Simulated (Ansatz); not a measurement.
C2H4BrFSi, SMILES C=C(F)[SiH2]Br, a geometry optimisation

Program: Ansatz's Python interface.

`c2h4brfsi.py`:
```python
# -*- coding: utf-8 -*-
import itertools

import ansatz as az
from ase.data import atomic_numbers, covalent_radii
import numpy as np

system = (
    az.Crystal.molecule()
    .atom("C", (-1.241, 0.55, 0.693))
    .atom("C", (-0.1126, -0.0406, 0.6997))
    .atom("F", (0.3824, -0.327, 1.9015))
    .atom("Si", (0.9402, -0.5443, -0.774))
    .atom("Br", (1.5259, 1.2509, -1.8851))
    .atom("H", (-1.7931, 0.89, -0.2405))
    .atom("H", (-1.7517, 0.8562, 1.6195))
    .atom("H", (2.1042, -1.3232, -0.3867))
    .atom("H", (0.0342, -1.3582, -1.6444))
)

base = system.calculation()
base = base.basis(gaussian="def2-SVP")
base = base.functional("b3lyp")
symbols = [site.symbol for site in system.cartesian_sites]
start = np.array([site.position_ang for site in system.cartesian_sites], dtype=float)
def progress(event):
    if event["event"] == "relax_step":
        row = event["data"]
        print(f"step {row['step']:3d}  E = {row['lagrangian_ev']:.6f} eV  largest force component {row['allowed_force_max_ev_ang']:.4f} eV/A")


summary = base.relax(force_tolerance=0.01).session().plan().execute(on_event=progress).report
end = np.array(summary["positions_ang"])

for key in ("converged", "free_energy_ev", "reference_energy_ev", "n_frozen", "n_occupied", "n_virtual"):
    print(f"{key:22s} {summary[key]}")

radius = [covalent_radii[atomic_numbers[s]] for s in symbols]
span = lambda where, i, j: np.linalg.norm(where[i] - where[j])
bonded = [(i, j) for i, j in itertools.combinations(range(len(symbols)), 2) if min(span(start, i, j), span(end, i, j)) < 1.2 * (radius[i] + radius[j])]
print("pair        before    after (A)")
for i, j in bonded:
    print(f"{symbols[i]}{i}-{symbols[j]}{j}".ljust(10), f"{span(start, i, j):8.4f} {span(end, i, j):8.4f}")
for first, second in list(itertools.combinations(bonded, 2)):
    shared = set(first) & set(second)
    if shared and symbols[(j := shared.pop())] != "H":
        i, k = sorted((set(first) | set(second)) - {j})
        u, v = end[i] - end[j], end[k] - end[j]
        angle = np.degrees(np.arccos(np.clip(u @ v / np.linalg.norm(u) / np.linalg.norm(v), -1, 1)))
        print(f"final angle {symbols[i]}{i}-{symbols[j]}{j}-{symbols[k]}{k}: {angle:.2f} deg")
with open("c2h4brfsi_opt.xyz", "w") as handle:
    handle.write(f"{len(symbols)}\nrelaxed C2H4BrFSi\n")
    handle.writelines(f"{s:2s} {x:11.6f} {y:11.6f} {z:11.6f}\n" for s, (x, y, z) in zip(symbols, end))
```

```console
$ python c2h4brfsi.py
step   1  E = -82766.633537 eV  largest force component 5.0523 eV/A
step   2  E = -82766.889633 eV  largest force component 1.3957 eV/A
step   3  E = -82766.903079 eV  largest force component 0.4271 eV/A
step   4  E = -82766.916823 eV  largest force component 0.1380 eV/A
step   5  E = -82766.921289 eV  largest force component 0.1698 eV/A
step   6  E = -82766.927439 eV  largest force component 0.1258 eV/A
step   7  E = -82766.933786 eV  largest force component 0.4815 eV/A
step   8  E = -82766.945510 eV  largest force component 0.3596 eV/A
step   9  E = -82766.972528 eV  largest force component 0.1479 eV/A
step  10  E = -82766.982185 eV  largest force component 0.1484 eV/A
step  11  E = -82766.980030 eV  largest force component 0.3687 eV/A
step  12  E = -82766.988410 eV  largest force component 0.1143 eV/A
step  13  E = -82766.991876 eV  largest force component 0.0974 eV/A
step  14  E = -82766.991444 eV  largest force component 0.1266 eV/A
step  15  E = -82766.992747 eV  largest force component 0.0186 eV/A
step  16  E = -82766.992944 eV  largest force component 0.0330 eV/A
step  17  E = -82766.993000 eV  largest force component 0.0133 eV/A
step  18  E = -82766.993022 eV  largest force component 0.0055 eV/A
converged              True
free_energy_ev         -82766.99327525009
reference_energy_ev    -82766.99327525009
n_frozen               0
n_occupied             [37, 37]
n_virtual              [75, 75]
pair        before    after (A)
C0-C1        1.2736   1.3356
C0-H5        1.1366   1.0912
C0-H6        1.1014   1.0942
C1-F2        1.3309   1.3527
C1-Si3       1.8799   1.8844
Si3-Br4      2.1910   2.2428
Si3-H7       1.4531   1.4848
Si3-H8       1.4970   1.4850
final angle C1-C0-H5: 120.36 deg
final angle C1-C0-H6: 121.05 deg
final angle C0-C1-F2: 119.80 deg
final angle C0-C1-Si3: 125.93 deg
final angle H5-C0-H6: 118.59 deg
final angle F2-C1-Si3: 114.27 deg
final angle C1-Si3-Br4: 110.33 deg
final angle C1-Si3-H7: 110.06 deg
final angle C1-Si3-H8: 108.30 deg
final angle Br4-Si3-H7: 107.49 deg
final angle Br4-Si3-H8: 109.05 deg
final angle H7-Si3-H8: 111.62 deg
```

`c2h4brfsi_opt.xyz`, as written:
```text
9
relaxed C2H4BrFSi
C    -1.379867    0.357890    0.766601
C    -0.060585    0.171309    0.674861
F     0.732191    0.443379    1.736535
Si    0.861249   -0.484112   -0.832296
Br    2.247720    1.082949   -1.639823
H    -2.027417    0.146352   -0.085846
H    -1.834828    0.725783    1.691177
H     1.687405   -1.658201   -0.453154
H    -0.137367   -0.831550   -1.875054
```

Total energies depend on the basis set; only differences at equal settings carry meaning. The end point is the stationary point reached from this start; no frequency run checks that it is a minimum, and the basis set is modest. b3lyp holds the VWN-RPA fit, as in Gaussian; the form of ORCA and Turbomole is b3lyp5. It ran for 2.1 min on 1 thread of Arm Neoverse V1 (shared host), peak memory 0.35 GiB.
